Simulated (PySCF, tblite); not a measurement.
# C2H10Cl2OSi3: geometry, infrared bands and NMR shifts

Wanted: the infrared bands and NMR shifts of C2H10Cl2OSi3 (`[SiH3]OC[SiH2][Si@H](Cl)CCl`), by calculation.

The runs use tblite 0.8.0 and PySCF 2.14.0, with density-fitted response routines of our own; the level of theory stands in each step. All values are computed, except where a source is named. Atoms count from 0, in the outputs and in this text.

**1. Starting geometry**

18 atoms, charge 0, multiplicity 1; geometry from: force field or distance geometry start.

Bonds of the start (Å): Si0–O1 1.72, O1–C2 1.40, C2–Si3 1.84, Si3–Si4 2.22, Si4–Cl5 2.09, Si4–C6 1.88, C6–Cl7 1.78, Si0–H8 1.46, Si0–H9 1.49, Si0–H10 1.47, C2–H11 1.11, C2–H12 1.09, Si3–H13 1.47, Si3–H14 1.47, Si4–H15 1.45, C6–H16 1.11, C6–H17 1.10.

**2. Relaxing the molecule with GFN2-xTB**

The job: settings as JSON, then the geometry in Å.

```
{"job": {"kind": "relax", "xc": "GFN2-xTB", "basis": "xTB"}, "charge": 0, "multiplicity": 1}
Si    -3.618000    -0.479000    -0.209700
O     -2.135600     0.129100     0.408200
C     -1.274800     0.264000    -0.686900
Si     0.352200     0.916200    -0.133400
Si     1.900900    -0.645100    -0.399900
Cl     1.696500    -2.066000     1.115900
C      3.636200     0.069500    -0.370100
Cl     3.469700     1.836300    -0.495600
H     -3.319600    -1.592100    -1.104900
H     -4.244100     0.626600    -0.992900
H     -4.555300    -0.873500     0.847500
H     -1.768800     0.963600    -1.397100
H     -1.168900    -0.745200    -1.093200
H      0.723700     2.045100    -1.002700
H      0.302700     1.400800     1.258400
H      1.691500    -1.335800    -1.654500
H      4.085000    -0.224000     0.607200
H      4.217900    -0.284300    -1.237500
```

The run is started by

```bash
$ OMP_NUM_THREADS=1 python probes_run.py task.json out
```

One launch serves the whole session: the jobs run in the order shown.

Output:

```text
step      E/eV     max force
  0    -755.85532    2.461
  1    -756.10003    1.466
  2    -756.24548    1.118
  3    -756.30027    0.813
  4    -756.38524    0.501
  5    -756.40669    0.379
  6    -756.43312    0.322
  7    -756.45033    0.310
  8    -756.47281    0.394
  9    -756.49511    0.419
 10    -756.51964    0.422
 11    -756.54153    0.352
 12    -756.55761    0.282
 13    -756.56924    0.270
 14    -756.57996    0.284
 15    -756.59057    0.271
 16    -756.60057    0.296
 17    -756.60897    0.263
 18    -756.61698    0.176
 19    -756.62481    0.259
 20    -756.63312    0.299
 21    -756.64262    0.342
 22    -756.65205    0.265
 23    -756.66014    0.301
 24    -756.66763    0.272
 25    -756.67490    0.236
 26    -756.68108    0.227
 27    -756.68590    0.172
 28    -756.68931    0.154
 29    -756.69153    0.110
 30    -756.69333    0.099
 31    -756.69527    0.127
 32    -756.69761    0.133
 33    -756.69993    0.117
 34    -756.70176    0.111
 35    -756.70312    0.103
 36    -756.70445    0.125
 37    -756.70624    0.113
 38    -756.70853    0.162
 39    -756.71075    0.157
 40    -756.71230    0.107
 41    -756.71325    0.074
 42    -756.71396    0.056
 43    -756.71476    0.086
 44    -756.71566    0.104
 45    -756.71646    0.089
 46    -756.71701    0.054
 47    -756.71743    0.056
 48    -756.71784    0.063
 49    -756.71846    0.071
 50    -756.71894    0.074
 51    -756.71946    0.052
 52    -756.71991    0.065
 53    -756.72045    0.085
 54    -756.72114    0.084
 55    -756.72186    0.079
 56    -756.72234    0.046
 57    -756.72263    0.041
 58    -756.72291    0.046
 59    -756.72338    0.061
 60    -756.72418    0.082
 61    -756.72522    0.073
 62    -756.72614    0.050
 63    -756.72674    0.056
 64    -756.72718    0.054
 65    -756.72767    0.048
 66    -756.72829    0.058
 67    -756.72900    0.076
 68    -756.72994    0.081
 69    -756.73135    0.099
 70    -756.73335    0.129
 71    -756.73584    0.128
 72    -756.73793    0.200
 73    -756.74132    0.116
 74    -756.74554    0.121
 75    -756.75019    0.278
 76    -756.75586    0.201
 77    -756.75962    0.115
 78    -756.76105    0.157
 79    -756.76305    0.126
 80    -756.76649    0.123
 81    -756.77187    0.143
 82    -756.77729    0.217
 83    -756.78294    0.203
 84    -756.78684    0.111
 85    -756.78936    0.156
 86    -756.79204    0.109
 87    -756.79471    0.107
 88    -756.79836    0.134
 89    -756.80096    0.123
 90    -756.80333    0.109
 91    -756.80527    0.118
 92    -756.80767    0.114
 93    -756.81011    0.111
 94    -756.81258    0.108
 95    -756.81480    0.150
 96    -756.81766    0.136
 97    -756.82085    0.147
 98    -756.82614    0.178
 99    -756.82974    0.202
100    -756.83299    0.110
101    -756.83509    0.081
102    -756.83650    0.077
103    -756.83760    0.067
104    -756.83891    0.078
105    -756.84011    0.082
106    -756.84122    0.084
107    -756.84235    0.106
108    -756.84340    0.072
109    -756.84444    0.051
110    -756.84493    0.054
111    -756.84554    0.050
112    -756.84592    0.053
113    -756.84637    0.064
114    -756.84682    0.056
115    -756.84732    0.050
116    -756.84787    0.051
117    -756.84853    0.076
118    -756.84923    0.062
119    -756.84987    0.060
120    -756.85041    0.050
121    -756.85098    0.067
122    -756.85173    0.078
123    -756.85272    0.077
124    -756.85372    0.105
125    -756.85445    0.080
126    -756.85506    0.051
127    -756.85544    0.044
128    -756.85565    0.031
129    -756.85588    0.036
130    -756.85618    0.040
131    -756.85656    0.060
132    -756.85702    0.068
133    -756.85755    0.061
134    -756.85819    0.070
135    -756.85889    0.064
136    -756.85951    0.043
137    -756.85997    0.043
138    -756.86041    0.049
139    -756.86090    0.056
140    -756.86141    0.046
141    -756.86184    0.043
142    -756.86214    0.046
143    -756.86240    0.051
144    -756.86266    0.041
145    -756.86290    0.040
146    -756.86310    0.036
147    -756.86331    0.045
148    -756.86361    0.061
149    -756.86406    0.066
150    -756.86464    0.047
151    -756.86519    0.057
152    -756.86564    0.057
153    -756.86605    0.039
154    -756.86644    0.040
155    -756.86674    0.035
156    -756.86695    0.030
157    -756.86709    0.024
158    -756.86719    0.018
159    -756.86725    0.022
160    -756.86731    0.019
161    -756.86740    0.023
162    -756.86751    0.025
163    -756.86759    0.016
164    -756.86763    0.017
165    -756.86767    0.017
166    -756.86772    0.020
167    -756.86783    0.026
168    -756.86799    0.034
169    -756.86819    0.035
170    -756.86837    0.026
171    -756.86854    0.030
172    -756.86874    0.031
173    -756.86901    0.031
174    -756.86933    0.034
175    -756.86966    0.034
176    -756.86997    0.035
177    -756.87026    0.044
178    -756.87061    0.046
179    -756.87107    0.060
180    -756.87186    0.067
181    -756.87260    0.073
182    -756.87335    0.061
183    -756.87436    0.071
184    -756.87517    0.055
185    -756.87574    0.046
186    -756.87609    0.039
187    -756.87628    0.047
188    -756.87509    0.128
189    -756.87661    0.034
190    -756.87672    0.032
191    -756.87689    0.030
192    -756.87722    0.031
193    -756.87741    0.028
194    -756.87776    0.027
195    -756.87812    0.038
196    -756.87835    0.071
197    -756.87891    0.061
198    -756.87937    0.070
199    -756.88019    0.068
200    -756.88061    0.056
201    -756.88136    0.054
202    -756.88205    0.097
203    -756.88251    0.080
204    -756.88315    0.096
205    -756.88405    0.074
206    -756.88520    0.059
207    -756.88613    0.061
208    -756.88691    0.057
209    -756.88745    0.062
210    -756.88792    0.065
211    -756.88850    0.045
212    -756.88912    0.049
213    -756.88952    0.048
214    -756.88983    0.038
215    -756.89013    0.042
216    -756.89029    0.034
217    -756.89045    0.029
218    -756.89059    0.029
219    -756.89075    0.032
220    -756.89104    0.038
221    -756.89137    0.047
222    -756.89169    0.042
223    -756.89193    0.033
224    -756.89209    0.044
225    -756.89225    0.022
226    -756.89235    0.019
227    -756.89243    0.016
228    -756.89250    0.018
229    -756.89258    0.017
230    -756.89266    0.016
231    -756.89276    0.022
232    -756.89285    0.023
233    -756.89293    0.020
234    -756.89300    0.016
235    -756.89304    0.015
236    -756.89306    0.011
237    -756.89308    0.008
```

Wall time 3.3 s (1 thread of Arm Neoverse V1, shared host).

Step by step: (not every step is listed)

| step | energy from step 0 (eV) | largest force (eV/Å) |
| --- | --- | --- |
| 0 | 0.0000 | 2.4610 |
| 1 | -0.2447 | 1.4657 |
| 2 | -0.3902 | 1.1180 |
| 3 | -0.4449 | 0.8127 |
| 4 | -0.5299 | 0.5006 |
| 5 | -0.5514 | 0.3791 |
| 6 | -0.5778 | 0.3222 |
| 7 | -0.5950 | 0.3104 |
| 8 | -0.6175 | 0.3938 |
| 30 | -0.8380 | 0.0986 |
| 52 | -0.8646 | 0.0646 |
| 74 | -0.8902 | 0.1215 |
| 96 | -0.9623 | 0.1362 |
| 118 | -0.9939 | 0.0623 |
| 140 | -1.0061 | 0.0464 |
| 162 | -1.0122 | 0.0248 |
| 184 | -1.0199 | 0.0552 |
| 206 | -1.0299 | 0.0588 |
| 228 | -1.0372 | 0.0178 |
| 232 | -1.0375 | 0.0234 |
| 233 | -1.0376 | 0.0200 |
| 234 | -1.0377 | 0.0162 |
| 235 | -1.0377 | 0.0148 |
| 236 | -1.0377 | 0.0110 |
| 237 | -1.0378 | 0.0079 |

Close pairs (by a distance rule), those that changed most:

| bond | before (Å) | after (Å) | change (Å) |
| --- | --- | --- | --- |
| Si3–Si4 | 2.215 | 2.325 | +0.110 |
| Si0–O1 | 1.717 | 1.627 | -0.091 |
| C2–Si3 | 1.838 | 1.917 | +0.079 |
| Si4–Cl5 | 2.088 | 2.026 | -0.061 |
| Si4–C6 | 1.877 | 1.927 | +0.050 |
| Si0–H9 | 1.493 | 1.466 | -0.027 |
| C6–H16 | 1.115 | 1.088 | -0.027 |
| C2–H11 | 1.113 | 1.092 | -0.020 |

The end geometry stands in the next job.

**3. Harmonic vibrations with GFN2-xTB**

The job: settings as JSON, then the geometry in Å.

```
{"job": {"kind": "ir", "xc": "GFN2-xTB", "basis": "xTB"}, "charge": 0, "multiplicity": 1}
Si    -2.840033    -1.233329    -0.311563
O     -1.503828    -0.334748    -0.542615
C     -1.434002     1.017403    -0.963879
Si     0.364371     1.561198    -0.583368
Si     1.304808    -0.496444    -0.047280
Cl     0.813723    -1.185440     1.794129
C      3.219473    -0.296369     0.042212
Cl     3.811119     0.365354    -1.503747
H     -3.616001    -1.333065    -1.551774
H     -3.688510    -0.620630     0.714323
H     -2.208823    -2.477269     0.090213
H     -2.182981     1.609857    -0.433565
H     -1.681776     1.069948    -2.027659
H      0.920865     2.255232    -1.749651
H      0.340101     2.552805     0.504833
H      1.091792    -1.604489    -0.983158
H      3.542053     0.396106     0.817108
H      3.738891    -1.239805     0.194264
```

Output:

```text
mode    cm-1     km/mol
  1     -28.2      0.71
  2      21.7      0.08
  3      43.8      2.07
  4      56.4      0.93
  5      59.8      1.26
  6      81.3      2.13
  7     115.0      7.63
  8     154.7      0.79
  9     166.7     10.98
 10     175.0      7.59
 11     198.2      6.76
 12     276.0      6.33
 13     378.7     31.72
 14     412.8      7.30
 15     519.2     25.40
 16     533.5      8.15
 17     585.3    228.81
 18     595.2    100.31
 19     611.3    128.78
 20     638.1    193.44
 21     654.4     82.99
 22     667.8    127.09
 23     731.5     63.72
 24     740.1    151.20
 25     745.9     71.42
 26     752.2    114.56
 27     760.8     49.29
 28     787.8    120.19
 29     793.4    448.41
 30     807.0    135.26
 31     831.6    270.73
 32    1091.6      2.69
 33    1098.6    135.14
 34    1189.8      0.65
 35    1195.4     11.04
 36    1274.8      8.14
 37    1437.8      9.10
 38    1480.7      0.68
 39    2177.5    136.56
 40    2209.9    185.79
 41    2221.3    390.92
 42    2229.6    311.86
 43    2251.6    211.41
 44    2366.5    213.05
 45    2913.6     38.20
 46    2940.1     26.89
 47    2988.7      8.15
 48    2993.2      5.67
```

It took 1.2 s on 1 thread of Arm Neoverse V1, shared host.

Which atoms move in the most intense modes:

| cm⁻¹ | km/mol | atoms |
| --- | --- | --- |
| 585 | 228.8 | H15 54 %, H13 11 % |
| 638 | 193.4 | H15 59 %, Si4 11 % |
| 793 | 448.4 | H13 40 %, H14 38 % |
| 832 | 270.7 | H9 43 %, H8 43 % |
| 2221 | 390.9 | H8 58 %, H9 33 % |
| 2230 | 311.9 | H13 93 % |
| 2252 | 211.4 | H9 61 %, H8 37 % |
| 2366 | 213.1 | H10 97 % |

**4. NMR shieldings: PBE0/pcSseg-1**

Same as in step 3 but for these lines:

```diff
@@ -1,2 +1,2 @@
-{"job": {"kind": "ir", "xc": "GFN2-xTB", "basis": "xTB"}, "charge": 0, "multiplicity": 1}
+{"job": {"kind": "nmr", "xc": "PBE0", "basis": "pcSseg-1"}, "charge": 0, "multiplicity": 1}
 Si    -2.840033    -1.233329    -0.311563
```

Level: GIAO PBE0/pcSseg-1 NMR shielding, non-relativistic, gas phase.

Output:

```text
coarse grid: 17584 points
cycle   1  E = -1945.3123925341  dE =  6.051e-01  |g| = 6.740e-01  |ddm| = 3.827e+00
cycle   2  E = -1945.1870044269  dE =  1.254e-01  |g| = 1.062e+00  |ddm| = 1.579e+00
cycle   3  E = -1945.3986765538  dE = -2.117e-01  |g| = 1.069e-01  |ddm| = 1.090e+00
cycle   4  E = -1945.4008013048  dE = -2.125e-03  |g| = 3.704e-02  |ddm| = 1.439e-01
cycle   5  E = -1945.4011172060  dE = -3.159e-04  |g| = 7.645e-03  |ddm| = 5.053e-02
cycle   6  E = -1945.4011314673  dE = -1.426e-05  |g| = 1.940e-03  |ddm| = 1.155e-02
cycle   7  E = -1945.4011323542  dE = -8.869e-07  |g| = 6.154e-04  |ddm| = 2.571e-03
final grid: 146616 points
cycle   8  E = -1945.4541456975  dE = -2.875e-05  |g| = 9.841e-03  |ddm| = 2.114e-02
cycle   9  E = -1945.4541281536  dE =  1.754e-05  |g| = 1.356e-02  |ddm| = 1.493e-02
cycle  10  E = -1945.4541628545  dE = -3.470e-05  |g| = 1.481e-03  |ddm| = 9.515e-03
cycle  11  E = -1945.4541632216  dE = -3.670e-07  |g| = 3.839e-04  |ddm| = 1.652e-03
cycle  12  E = -1945.4541632551  dE = -3.350e-08  |g| = 7.182e-05  |ddm| = 4.046e-04
cycle  13  E = -1945.4541632562  dE = -1.130e-09  |g| = 2.139e-05  |ddm| = 9.484e-05
cycle  14  E = -1945.4541632563  dE = -9.595e-11  |g| = 7.469e-06  |ddm| = 2.731e-05
converged SCF energy = -1945.4541632563

GIAO shielding tensors (ppm)
atom      isotropic    diamagn.    paramagn.     s11        s22        s33       span
  0 Si     380.639     881.121    -500.482    333.615    339.959    468.344    134.729
  1 O      327.129     403.091     -75.962    286.618    332.398    362.370     75.752
  2 C      133.549     246.008    -112.458     97.052    110.017    193.579     96.527
  3 Si     401.588     879.751    -478.163    341.625    396.730    466.410    124.786
  4 Si     362.326     877.458    -515.131    314.161    374.077    398.741     84.580
  5 Cl     981.261    1150.488    -169.227    906.833    996.480   1040.469    133.636
  6 C      151.787     252.771    -100.984    124.396    139.547    191.417     67.021
  7 Cl     941.397    1145.163    -203.766    846.373    890.864   1086.953    240.580
  8 H       26.894      28.947      -2.053     23.403     24.859     32.420      9.017
  9 H       26.891      29.625      -2.735     23.384     25.173     32.116      8.732
 10 H       26.800      30.545      -3.744     22.351     26.619     31.431      9.079
 11 H       27.937      29.793      -1.857     23.249     27.304     33.257     10.008
 12 H       27.824      29.119      -1.296     22.935     26.838     33.698     10.763
 13 H       27.145      28.612      -1.468     23.019     26.642     31.773      8.754
 14 H       27.338      29.270      -1.931     24.049     25.786     32.181      8.132
 15 H       26.322      29.281      -2.958     23.076     25.578     30.314      7.238
 16 H       28.729      29.733      -1.004     23.225     28.645     34.317     11.092
 17 H       28.408      28.688      -0.280     22.137     28.536     34.552     12.416
```

Run time: 75 s. Hardware: 1 thread of Arm Neoverse V1, shared host; peak memory 0.98 GiB.

Shifts follow as δ = σ(reference) − σ, with reference shieldings (ppm) from runs at the same level and on the same kind of geometry: ¹H TMS 31.72, ¹³C TMS 186.9, ²⁹Si TMS 349.2, ¹⁷O H2O 336.1, ³⁵Cl HCl 950. The references are single molecules in the gas phase, so shifts against H2O, NH3, PH3, H3PO4 or CFCl3 are not on the usual liquid scales and can be off by tens of ppm. Atoms listed in one row are averaged.

| atoms | environment | σ (ppm) | δ (ppm) | δ scaled to CDCl3 |
| --- | --- | --- | --- | --- |
| C2 | sp3 CH2 bonded to O and Si | 133.5 | 53.4 | 50.2 |
| C6 | sp3 CH2 bonded to Cl and Si | 151.8 | 35.1 | 32.4 |
| H15 | hydrogen on a silicon bonded to C, Cl, Si | 26.32 | 5.39 | – |
| H8, H9, H10 | hydrogen on a silicon bonded to O | 26.86 | 4.86 | – |
| H13 | hydrogen on a silicon bonded to C, Si | 27.14 | 4.57 | – |
| H14 | hydrogen on a silicon bonded to C, Si | 27.34 | 4.38 | – |
| H12 | hydrogen on an sp3 CH2 bonded to O and Si | 27.82 | 3.89 | 3.78 |
| H11 | hydrogen on an sp3 CH2 bonded to O and Si | 27.94 | 3.78 | 3.67 |
| H17 | hydrogen on an sp3 CH2 bonded to Cl and Si | 28.41 | 3.31 | 3.22 |
| H16 | hydrogen on an sp3 CH2 bonded to Cl and Si | 28.73 | 2.99 | 2.92 |
| Si4 | silicon bonded to C, Cl, Si, H | 362.3 | -13.2 | – |
| Si0 | silicon bonded to O, 3 H | 380.6 | -31.5 | – |
| Si3 | silicon bonded to C, Si, 2 H | 401.6 | -52.4 | – |
| O1 | oxygen bonded to C, Si | 327.1 | 9.0 | – |
| Cl7 | chlorine bonded to C | 941 | 8 | – |
| Cl5 | chlorine bonded to Si | 981 | -31 | – |

The scaled column applies a straight-line fit of computed shieldings to shifts measured in CDCl3, with any fitted terms for Cl, Br or S neighbours (root-mean-square error 0.16 ppm for H, 1.9 ppm for C).

Charges from the same density, by scheme (e):

| atoms | Mulliken | IAO | Hirshfeld | ESP fit |
| --- | --- | --- | --- | --- |
| Si0 | 0.72 | 0.87 | 0.38 | 0.58 |
| O1 | -0.69 | -0.65 | -0.21 | -0.33 |
| C2 | -0.18 | -0.32 | -0.08 | -0.22 |
| Si3 | 0.36 | 0.45 | 0.25 | 0.36 |
| Si4 | 0.59 | 0.68 | 0.27 | 0.30 |
| Cl5 | -0.32 | -0.31 | -0.12 | -0.19 |
| C6 | -0.50 | -0.53 | -0.14 | -0.52 |
| Cl7 | -0.17 | -0.10 | -0.07 | -0.12 |

Mayer bond orders: Si0–O1 0.92, O1–C2 0.84, C2–Si3 0.88, Si3–Si4 0.89, Si4–Cl5 0.93, Si4–C6 0.83, C6–Cl7 0.95.

**5. Summary of results**

| quantity | value |
| --- | --- |
| strongest single infrared mode (GFN2-xTB) | 793 cm⁻¹, 448 km/mol |
| zero-point energy (GFN2-xTB) | 68.6 kcal/mol |
| ¹³C shifts against TMS (PBE0/pcSseg-1) | 53.4, 35.1 ppm |
| ¹H shifts against TMS (PBE0/pcSseg-1, means over atoms taken as alike) | 5.39, 4.86, 4.57, 4.38, 3.89, 3.78, 3.31, 2.99 ppm |
| ²⁹Si shifts against TMS (PBE0/pcSseg-1) | -13.2, -31.5, -52.4 ppm |
| ¹⁷O shifts against H2O (PBE0/pcSseg-1) | 9.0 ppm |
| ³⁵Cl shifts against HCl (PBE0/pcSseg-1) | 8, -31 ppm |

What this shows: The optimisation took 237 steps and gained 1.038 eV; among the close pairs (by a distance rule), Si3–Si4 changed most, from 2.215 to 2.325 Å. The lowest mode is imaginary (28i cm⁻¹), so the xTB geometry is not a minimum. The strongest single mode, at 793 cm⁻¹, moves mainly H13 and H14. Unscaled tight-binding wavenumbers are off by several per cent, some by more. Its intensities can rank the bands wrongly. C2 (sp3 CH2 bonded to O and Si) lies farthest downfield among carbon, at 53.4 ppm; deshielded by the electronegative neighbour. At PBE0/pcSseg-1: The widest tensor belongs to Cl7: span 241 ppm, with a paramagnetic part of -204 ppm.
